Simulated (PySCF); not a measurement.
**RuO3H: relaxation and vibrations of the doublet**

Aim: relax RuO3H as a doublet from a see-saw (ligand arrangement 1) start, check by its vibrations whether the end is a minimum, and collect its spectrum and constants.

Method: PBE0, basis Ru def2-TZVP with ECP28, O def2-TZVP, H def2-TZVP, scalar-relativistic core potentials, no spin–orbit coupling, density fitting; program: PySCF 2.14.0.

## (1) The system as given

5 atoms, charge 0, spin multiplicity 2.

Bond lengths: Ru1–O2 1.710 Å, Ru1–O3 1.710 Å, Ru1–O4 1.710 Å, Ru1–H5 1.570 Å. Angles: O2–Ru1–O3 86.9°, O2–Ru1–O4 86.9°, O2–Ru1–H5 170.0°, O3–Ru1–O4 104.0°, O3–Ru1–H5 86.9°, O4–Ru1–H5 86.9°.

```xyz
5
charge 0 multiplicity 2
Ru    0.0000    0.0000    0.0000
O     0.0000   -1.7035    0.1490
O     1.3475    0.0000    1.0528
O    -1.3475    0.0000    1.0528
H     0.0000    1.5640    0.1368
```

## (2) Finding the electronic state

One driver script runs all steps and calls PySCF; scf.py shows how it sets up the SCF of each step. The optimiser is the driver's own. After this first run the driver tries any further starts and a stability analysis.

File scf.py:

```python
from pyscf import gto, scf, dft
mol = gto.M(atom='''
Ru     0.000000     0.000000     0.000000
O     -0.000000    -1.703500     0.149000
O      1.347500     0.000000     1.052800
O     -1.347500     0.000000     1.052800
H      0.000000     1.564000     0.136800''',
    basis={'Ru': 'def2-TZVP', 'O': 'def2-TZVP', 'H': 'def2-TZVP'},
    ecp={'Ru': 'def2-TZVP'},
    charge=0, spin=1)
mf = dft.UKS(mol, xc='PBE0')
mf.grids.atom_grid = (50, 194)
aux = {'Ru': 'def2-universal-JKFIT', 'O': 'def2-universal-JKFIT', 'H': 'def2-universal-JKFIT'}
mf = mf.density_fit(auxbasis=aux)
mf.conv_tol = 1e-08
mf.diis_space = 10
mf.max_cycle = 60
mf.init_guess = 'minao'
mf.verbose = 4
mf.kernel()
```

Run with:

```
> OMP_NUM_THREADS=4 python axn.py task.json out
```

What it wrote, shortened:

```text
[... the frontier levels of the middle cycles are left out ...]
init E= -313.033748965218
[... the frontier-level lines of each cycle are left out ...]
cycle= 1 E= -320.466739460038  delta_E= -7.43  |g|= 0.843  |ddm|= 3.34
cycle= 2 E= -315.449267946644  delta_E= 5.02  |g|= 3.06  |ddm|= 2.21
cycle= 3 E= -320.471804436551  delta_E= -5.02  |g|= 0.795  |ddm|= 2.06
cycle= 4 E= -320.54675119896  delta_E= -0.0749  |g|= 0.716  |ddm|= 0.837
cycle= 5 E= -320.701958350045  delta_E= -0.155  |g|= 0.384  |ddm|= 0.572
cycle= 6 E= -320.75396804994  delta_E= -0.052  |g|= 0.0916  |ddm|= 0.241
cycle= 7 E= -320.757731033459  delta_E= -0.00376  |g|= 0.0659  |ddm|= 0.084
cycle= 8 E= -320.761087851702  delta_E= -0.00336  |g|= 0.0317  |ddm|= 0.084
cycle= 9 E= -320.764360916379  delta_E= -0.00327  |g|= 0.0267  |ddm|= 0.129
cycle= 10 E= -320.765867865823  delta_E= -0.00151  |g|= 0.0271  |ddm|= 0.064
cycle= 11 E= -320.76833759311  delta_E= -0.00247  |g|= 0.0268  |ddm|= 0.112
cycle= 12 E= -320.770577438409  delta_E= -0.00224  |g|= 0.0202  |ddm|= 0.109
cycle= 13 E= -320.772019947034  delta_E= -0.00144  |g|= 0.016  |ddm|= 0.0897
cycle= 14 E= -320.772253970652  delta_E= -0.000234  |g|= 0.0159  |ddm|= 0.017
[... 26 cycles left out ...]
cycle= 41 E= -320.767501168915  delta_E= 0.000798  |g|= 0.0524  |ddm|= 0.104
cycle= 42 E= -320.76821621253  delta_E= -0.000715  |g|= 0.0318  |ddm|= 0.0333
cycle= 43 E= -320.768544548753  delta_E= -0.000328  |g|= 0.0144  |ddm|= 0.0235
cycle= 44 E= -320.768631645265  delta_E= -8.71e-05  |g|= 0.00289  |ddm|= 0.0151
cycle= 45 E= -320.768623068843  delta_E= 8.58e-06  |g|= 0.00265  |ddm|= 0.0248
cycle= 46 E= -320.768625865284  delta_E= -2.8e-06  |g|= 0.000955  |ddm|= 0.00871
cycle= 47 E= -320.768627086566  delta_E= -1.22e-06  |g|= 0.000717  |ddm|= 0.00473
cycle= 48 E= -320.768628136039  delta_E= -1.05e-06  |g|= 0.000331  |ddm|= 0.0022
cycle= 49 E= -320.768628736642  delta_E= -6.01e-07  |g|= 0.000251  |ddm|= 0.00242
cycle= 50 E= -320.76862922755  delta_E= -4.91e-07  |g|= 0.000148  |ddm|= 0.00197
cycle= 51 E= -320.768629570731  delta_E= -3.43e-07  |g|= 0.00013  |ddm|= 0.00183
cycle= 52 E= -320.768629577944  delta_E= -7.21e-09  |g|= 0.000101  |ddm|= 0.00203
cycle= 53 E= -320.76862959687  delta_E= -1.89e-08  |g|= 6.61e-05  |ddm|= 0.00121
cycle= 54 E= -320.76862959795  delta_E= -1.08e-09  |g|= 4.09e-05  |ddm|= 0.00131
Extra cycle  E= -320.768629602522  delta_E= -4.57e-09  |g|= 8.01e-05  |ddm|= 0.000136
converged SCF energy = -320.768629602522  <S^2> = 1.5581652  2S+1 = 2.6893606
```

This step, with its further starts and checks, needed 38 s of wall time on 4 threads of Arm Neoverse V2, shared host.

The starts that the driver tried:

```csv
start,energy (Eh)
the minimal-basis guess,-320.768630
a thermally smeared density,-320.768630
a smeared PBE density,-320.780725
```

The first run landed in a state that is too high. Following the other starts and the instabilities gains 31.8 kJ/mol (-320.78073 Eh), and the work goes on from there.

## (3) Relaxation: see-saw (ligand arrangement 1) start, doublet

The program finds Cs symmetry in the start, which this walk keeps.

scf.py: that of step 2 with these lines changed.

```diff
@@ -3,5 +3,5 @@
-Ru     0.000000     0.000000     0.000000
-O     -0.000000    -1.703500     0.149000
-O      1.347500     0.000000     1.052800
-O     -1.347500     0.000000     1.052800
-H      0.000000     1.564000     0.136800''',
+Ru     0.000000     0.170123    -0.239899
+O      0.000000    -1.533377    -0.090899
+O      1.347500     0.170123     0.812901
+O     -1.347500     0.170123     0.812901
+H      0.000000     1.734123    -0.103099''',
@@ -18 +17,0 @@
-mf.init_guess = 'minao'
```

Steps of the walk:

```csv
step,energy (Eh),change (kJ/mol),largest symmetric gradient (Eh/bohr)
0,-320.780725,0.00,0.09983
1,-320.830691,-131.18,0.09678
2,-320.869920,-234.18,0.08458
3,-320.890021,-286.96,0.09835
4,-320.913324,-348.14,0.09419
5,-320.923576,-375.06,0.05120
6,-320.941734,-422.73,0.02938
7,-320.950345,-445.34,0.02944
8,-320.955167,-458.00,0.02023
9,-320.956511,-461.53,0.00738
10,-320.956660,-461.92,0.00356
11,-320.956704,-462.03,0.00068
12,-320.956708,-462.04,0.00048
13,-320.956709,-462.05,0.00008
```

The walk took 78 s.

Geometry (Å) and forces (eV/Å) at some steps:

```
step 0
Ru   0.000   0.170  -0.240   0.000  -0.754   3.695
O    0.000  -1.533  -0.091   0.000  -5.133  -2.337
O    1.347   0.170   0.813   0.899   1.578  -0.344
O   -1.347   0.170   0.813  -0.899   1.578  -0.344
H    0.000   1.734  -0.103   0.000   2.733  -0.670
step 1
Ru   0.000   0.128  -0.143   0.000  -2.837   4.976
O    0.000  -1.685  -0.192   0.000   0.579  -1.964
O    1.403   0.244   0.825  -0.584   0.745  -0.921
O   -1.403   0.244   0.825   0.584   0.745  -0.921
H    0.000   1.781  -0.124   0.000   0.768  -1.171
step 7
Ru   0.000   0.057   0.347   0.000  -1.138  -0.246
O    0.000  -1.386  -0.628   0.000   1.514   0.393
O    1.495   0.336   1.016  -0.017   0.046   0.112
O   -1.495   0.336   1.016   0.017   0.046   0.112
H    0.000   1.368  -0.558   0.000  -0.468  -0.371
step 13
Ru   0.000   0.082   0.418   0.000  -0.004   0.004
O    0.000  -1.205  -0.718   0.000   0.006  -0.002
O    1.496   0.324   1.101   0.004  -0.001  -0.002
O   -1.496   0.324   1.101  -0.004  -0.001  -0.002
H    0.000   1.185  -0.710   0.000   0.001   0.002
```

End point (Cs, 13 steps, 462.0 kJ/mol gained): Ru–H 1.578 Å, Ru–O 1.662 Å (×2), Ru–O 1.716 Å; H–Ru–O 92.9°, H–Ru–O 101.0° (×2), O–Ru–O 112.4° (×2), O–Ru–O 128.3°.

## (4) Frequencies

On the finer grid the gradient is checked again; gradients at displacements of ±0.02 bohr then give force constants and infrared intensities.

scf.py: that of step 3 with these lines changed.

```diff
@@ -3,5 +3,5 @@
-Ru     0.000000     0.170123    -0.239899
-O      0.000000    -1.533377    -0.090899
-O      1.347500     0.170123     0.812901
-O     -1.347500     0.170123     0.812901
-H      0.000000     1.734123    -0.103099''',
+Ru     0.000000     0.077609    -0.016778
+O      0.000000    -1.208873    -1.152137
+O      1.496330     0.320114     0.665693
+O     -1.496330     0.320114     0.665693
+H      0.000000     1.181133    -1.144112''',
@@ -12 +12 @@
-mf.grids.atom_grid = (50, 194)
+mf.grids.atom_grid = (75, 302)
@@ -15 +15 @@
-mf.conv_tol = 1e-08
+mf.conv_tol = 1e-10
```

The driver hands on the density of the step before, so the log starts near convergence.

Log of the central SCF (cycles and frontier levels):

```text
init E= -320.956724494789
[... the frontier-level lines of each cycle are left out ...]
cycle= 1 E= -320.95672449094  delta_E= 3.85e-09  |g|= 0.000107  |ddm|= 6.14e-05
cycle= 2 E= -320.956724440425  delta_E= 5.05e-08  |g|= 0.000386  |ddm|= 0.000221
cycle= 3 E= -320.95672449499  delta_E= -5.46e-08  |g|= 1.81e-05  |ddm|= 0.000174
cycle= 4 E= -320.956724495117  delta_E= -1.26e-10  |g|= 9e-07  |ddm|= 8.64e-06
cycle= 5 E= -320.956724495117  delta_E= -9.09e-13  |g|= 7.66e-07  |ddm|= 7.34e-07
Extra cycle  E= -320.956724495115  delta_E= 2.05e-12  |g|= 2.46e-06  |ddm|= 1.65e-06
converged SCF energy = -320.956724495115  <S^2> = 0.76502619  2S+1 = 2.0149702
```

The whole step took 2.1 min.

Geometry: Cs; Ru–H 1.578 Å, Ru–O 1.662 Å (×2), Ru–O 1.716 Å; H–Ru–O 93.0°, H–Ru–O 101.0° (×2), O–Ru–O 112.4° (×2), O–Ru–O 128.3°.

Harmonic modes (main isotopes):

| symmetry | ω (cm⁻¹) | IR (km/mol) | μ (u) |
| --- | --- | --- | --- |
| a'' | 178 | 26.7 | 17.15 |
| a' | 230 | 14.6 | 18.23 |
| a' | 322 | 2.1 | 17.79 |
| a' | 601 | 2.1 | 1.09 |
| a'' | 729 | 17.9 | 1.06 |
| a' | 871 | 44.0 | 12.73 |
| a'' | 962 | 277 | 17.20 |
| a' | 1018 | 32.2 | 16.43 |
| a' | 2203 | 0.3 | 1.02 |

Every mode is real; the point is a minimum.

Constants and moments:

```
Dipole moment                                                   : 1.03 D
Highest occupied level                                          : -8.28 eV
Lowest empty level                                              : -4.94 eV
Rotational constants                                            : 0.2576, 0.2205, 0.1275 cm⁻¹
Zero-point energy                                               : 42.6 kJ/mol
Principal polarisabilities                                      : 34.7, 46.3, 51.8 bohr³
Atomisation energy without zero-point energy                    : 1590 kJ/mol
Principal traceless quadrupole moments about the centre of mass : -4.21, -3.04, 7.26 D Å
Entropy at 298.15 K and 1 bar (electronic part: spin only)      : 309.0 J/(mol K)
Heat capacity Cp at 298.15 K                                    : 68.5 J/(mol K)
Enthalpy at 298.15 K above 0 K                                  : 14.91 kJ/mol
Rotational symmetry number                                      : 1
Spin squared ⟨S²⟩                                               : 0.765
```

Charges (e) and bond orders:

```csv
atom,Mulliken,Löwdin,polar tensor,spin (Mulliken),Mayer order to Ru1
Ru1,1.32,0.62,1.58,0.32,–
O2,-0.44,-0.23,-0.40,0.64,1.50
"O3,4",-0.50,-0.24,-0.62,0.03,1.65
H5,0.12,0.09,0.07,-0.01,0.87
```

Outer orbital energies (eV). α occupied: -13.92, -13.83, -11.66, -11.40, -10.67, -10.63, -10.19, -8.28; empty: -4.94, -2.64, -2.33, -1.83. β occupied: -13.72, -13.66, -12.47, -11.53, -10.59, -10.55, -10.09, -9.81; empty: -4.69, -4.12, -2.43, -2.14.

Mulliken populations on Ru1 (outside its core potential): s 2.37, p 6.41, d 5.85, f 0.05.

## (5) Results

```
                                          quantity                                                                                                               value
                                           minimum                                                                                                         doublet, Cs
                                          geometry  Ru–H 1.578 Å, Ru–O 1.662 Å (×2), Ru–O 1.716 Å; H–Ru–O 93.0°, H–Ru–O 101.0° (×2), O–Ru–O 112.4° (×2), O–Ru–O 128.3°
                                wavenumbers (cm⁻¹)                       178 (a''), 230 (a'), 322 (a'), 601 (a'), 729 (a''), 871 (a'), 962 (a''), 1018 (a'), 2203 (a')
                                     dipole moment                                                                                                              1.03 D
highest occupied, lowest empty level (either spin)                                                                                                     -8.28, -4.94 eV
                        polar-tensor charge of Ru1                                                                                                             +1.58 e
                                 zero-point energy                                                                                                         42.6 kJ/mol
                               entropy at 298.15 K                                                                                                     309.0 J/(mol K)
         atomisation energy (no zero-point energy)                                                                                                         1590 kJ/mol
                                              ⟨S²⟩                                                                                                               0.765
```

In words: The molecule stays Cs, as typed, and the end point is a minimum. In the infrared the band at 962 cm⁻¹ (a'', stretch) leads. The first SCF alone would have been 32 kJ/mol too high. Only this shape and spin were tried, so other structures or states may lie lower. One determinant may miss the lowest occupation of an open d or f shell.

The search up to here took 4 min.
